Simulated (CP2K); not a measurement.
Runs of CP2K 2026.2 on NaLaMnMoO6. The typed cell holds 10 atoms: a = 5.432 Å, b = 5.507 Å, c = 5.716 Å, α = 64.76°, β = 88.96°, γ = 63.78°. The cell was built by a generator and needn't be a form met in nature.

```csv
level,pressure (GPa),moment (μB)
RPBE,4.9,5.00
PBEsol,(a),5.00
r2SCAN,-1.0,5.00
LDA,-6.0,4.99
```

Alike in all rows: task band structure; potentials or basis POTENTIAL_UZH Na GTH-PBE-q9, Mo GTH-PBE-q14, O GTH-PBE-q6; GTH_POTENTIALS La GTH-PBE-q11, Mn GTH-PBE-q15; TZVP-MOLOPT-PBE-GTH, TZVP-MOLOPT-SR-GTH basis; spin collinear, ferromagnetic start; cell as given; k mesh 6 × 6 × 5; smearing fermi-dirac 0.05 eV.

Estimate the missing entries.

(a) -2.6.

Caveats: the potentials were made for another functional, which shifts forces and pressure; the basis of atomic orbitals isn't converged, which shifts pressures, moduli and gaps; the total moment is fixed, so each spin has its own Fermi level; a cell with one magnetic atom can't hold antiferromagnetic order, which such compounds often take.
